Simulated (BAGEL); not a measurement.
**HF/6-31G(d) (density fitting with qzvpp-jkfit, spherical functions) run of GaH2SOF (SMILES [OH][Ga]([F])[SH])**

What is the energy change on altering one bond length of GaH2SOF at HF/6-31G* (density fitting with qzvpp-jkfit, spherical functions)? 

The calculation is run with BAGEL 1.2.2.

1 further run of the same task is left out (it didn't finish).

## (1) The system as given

GaH2SOF has 6 atoms, charge 0, and is taken as a singlet. As SMILES, `[OH][Ga]([F])[SH]`. The shape is that of a PBE0-D4/def2-TZVP optimisation. This is one conformer, not always the lowest.

Bond lengths: O1–Ga2 1.769 Å, Ga2–F3 1.741 Å, Ga2–S4 2.180 Å, O1–H5 0.959 Å, S4–H6 1.344 Å. Angles: O1–Ga2–F3 114.2°, O1–Ga2–S4 128.9°, F3–Ga2–S4 117.0°, Ga2–O1–H5 114.7°, Ga2–S4–H6 93.2°.

## (2) The energy at HF/6-31G(d) (density fitting with qzvpp-jkfit, spherical functions)

File input.json:

```json
{ "bagel": [

{
  "title": "molecule",
  "basis": "6-31gs.json",
  "df_basis": "qzvpp-jkfit",
  "angstrom": true,
  "geometry": [
    { "atom": "O", "xyz": [    1.077100,   -0.243800,   -1.220400 ] },
    { "atom": "Ga", "xyz": [    0.325400,   -0.426500,    0.370600 ] },
    { "atom": "F", "xyz": [    1.149900,   -1.539900,    1.425000 ] },
    { "atom": "S", "xyz": [   -1.460000,    0.544100,    1.159300 ] },
    { "atom": "H", "xyz": [    0.625600,    0.364900,   -1.808800 ] },
    { "atom": "H", "xyz": [   -1.676000,    1.237100,    0.028100 ] }
  ]
},
{
  "title": "hf"
},
{
  "title": "print",
  "file": "orbitals.molden",
  "orbitals": true
}

]}
```

The basis set 6-31G* is read from a file made from the Basis Set Exchange's data (not shown).

Launch:

```sh
$ BAGEL_NUM_THREADS=1 BAGEL input.json > input.out
```

Output:

```text
* using 1 threads per process

  ===============================================================
  ===============================================================

  *** Geometry ***

  { "atom" : "O", "xyz" : [      2.035424,     -0.460715,     -2.306222 ] },
  { "atom" : "Ga", "xyz" : [      0.614917,     -0.805968,      0.700333 ] },
  { "atom" : "F", "xyz" : [      2.172996,     -2.909989,      2.692860 ] },
  { "atom" : "S", "xyz" : [     -2.759000,      1.028200,      2.190759 ] },
  { "atom" : "H", "xyz" : [      1.182213,      0.689561,     -3.418137 ] },
  { "atom" : "H", "xyz" : [     -3.167181,      2.337780,      0.053101 ] },

  Number of auxiliary basis functions:      584

  Since a DF basis is specified, we compute 2- and 3-index integrals:
    o Being stored without compression. Storage requirement is 0.031 GB

  Number of basis functions:       82
  Number of electrons      :       66

    * METHOD: MOLECULE                             0.40

  *** RHF ***

  === Nuclear Repulsion ===
   364.1846886589

      * DIIS with orbital gradients will be used.

  === RHF iteration (6-31gs.json) ===
      0      -2495.73369909          0.02428901           0.12
      1      -2495.89181557          0.01792335           0.11
      2      -2496.03885144          0.00123642           0.11
      3      -2496.04011762          0.00046521           0.11
      4      -2496.04025818          0.00012663           0.11
      5      -2496.04027376          0.00003499           0.11
      6      -2496.04027586          0.00001308           0.11
      7      -2496.04027623          0.00000338           0.11
      8      -2496.04027625          0.00000155           0.11
      9      -2496.04027626          0.00000064           0.11
     10      -2496.04027626          0.00000022           0.11
     11      -2496.04027626          0.00000011           0.11
     12      -2496.04027626          0.00000003           0.11
     13      -2496.04027626          0.00000001           0.11
     14      -2496.04027626          0.00000001           0.11
    * SCF iteration converged.

    * Permanent dipole moment:
           (    0.801478,    -0.988435,     0.834627) a.u.

    * METHOD: HF                                   1.94

    * METHOD: PRINT                                0.02

  ===============================================================
```

Wall time 2.5 s (1 thread of Arm Neoverse V1, shared host); peak memory 0.15 GiB.

## (3) The distorted shape at the same level

File calc.json:

```json
{ "bagel": [

{
  "title": "molecule",
  "basis": "6-31gs.json",
  "df_basis": "qzvpp-jkfit",
  "angstrom": "true",
  "geometry": [
    { "atom": "O", "xyz": [    1.302598,   -0.188993,   -1.697674 ] },
    { "atom": "Ga", "xyz": [    0.325400,   -0.426500,    0.370600 ] },
    { "atom": "F", "xyz": [    1.149900,   -1.539900,    1.425000 ] },
    { "atom": "S", "xyz": [   -1.460000,    0.544100,    1.159300 ] },
    { "atom": "H", "xyz": [    0.851098,    0.419707,   -2.286074 ] },
    { "atom": "H", "xyz": [   -1.676000,    1.237100,    0.028100 ] }
  ]
},
{ "title": "hf" },
{ "title": "print", "file": "orbitals.molden", "orbitals": "true" }

]}
```

The basis set 6-31G* is read from a file made from the Basis Set Exchange's data (not shown).

Launch:

```sh
$ BAGEL_NUM_THREADS=1 BAGEL calc.json > calc.out
```

Output:

```text
* using 1 threads per process

  ===============================================================
  ===============================================================

  *** Geometry ***

  { "atom" : "O", "xyz" : [      2.461553,     -0.357145,     -3.208139 ] },
  { "atom" : "Ga", "xyz" : [      0.614917,     -0.805968,      0.700333 ] },
  { "atom" : "F", "xyz" : [      2.172996,     -2.909989,      2.692860 ] },
  { "atom" : "S", "xyz" : [     -2.759000,      1.028200,      2.190759 ] },
  { "atom" : "H", "xyz" : [      1.608342,      0.793131,     -4.320054 ] },
  { "atom" : "H", "xyz" : [     -3.167181,      2.337780,      0.053101 ] },

  Number of auxiliary basis functions:      584

  Since a DF basis is specified, we compute 2- and 3-index integrals:
    o Being stored without compression. Storage requirement is 0.031 GB

  Number of basis functions:       82
  Number of electrons      :       66

    * METHOD: MOLECULE                             0.39

  *** RHF ***

  === Nuclear Repulsion ===
   341.2987687939

      * DIIS with orbital gradients will be used.

  === RHF iteration (6-31gs.json) ===
      0      -2495.58039532          0.02621624           0.12
      1      -2495.67301992          0.02419974           0.11
      2      -2495.96578745          0.00224209           0.11
      3      -2495.96933227          0.00108996           0.11
      4      -2495.97028737          0.00026891           0.11
      5      -2495.97043576          0.00010909           0.11
      6      -2495.97045992          0.00005402           0.11
      7      -2495.97046582          0.00001820           0.11
      8      -2495.97046635          0.00000576           0.11
      9      -2495.97046640          0.00000321           0.11
     10      -2495.97046642          0.00000123           0.11
     11      -2495.97046642          0.00000050           0.11
     12      -2495.97046642          0.00000019           0.11
     13      -2495.97046642          0.00000009           0.11
     14      -2495.97046642          0.00000003           0.11
     15      -2495.97046642          0.00000001           0.11
     16      -2495.97046642          0.00000001           0.11
    * SCF iteration converged.

    * Permanent dipole moment:
           (    1.185216,    -0.948300,     0.134801) a.u.

    * METHOD: HF                                   2.14

    * METHOD: PRINT                                0.02

  ===============================================================
```

Run time: 2.7 s. Hardware: 1 thread of Arm Neoverse V1, shared host; peak memory 0.15 GiB.

## (4) Summary of results

At HF/6-31G* (density fitting with qzvpp-jkfit, spherical functions):

| quantity | value |
| --- | --- |
| first shape: total energy | -2496.04028 Eh |
| first shape: dipole moment | 3.87 D |
| first shape: HOMO energy | -11.16 eV |
| first shape: LUMO energy | 1.70 eV |
| first shape: HOMO–LUMO gap | 12.86 eV |
| distorted shape: total energy | -2495.97047 Eh |
| distorted shape: dipole moment | 3.87 D |
| distorted shape: HOMO energy | -11.59 eV |
| distorted shape: LUMO energy | 0.72 eV |
| distorted shape: HOMO–LUMO gap | 12.31 eV |
| energy change with the O1–Ga2 bond stretched from 1.769 to 2.300 Å | 1.900 eV |

**Reading.** With the O1–Ga2 bond stretched from 1.769 to 2.300 Å the energy rises by 1.90 eV (44 kcal/mol). The first shape isn't relaxed at this level, so the change isn't measured from a minimum.
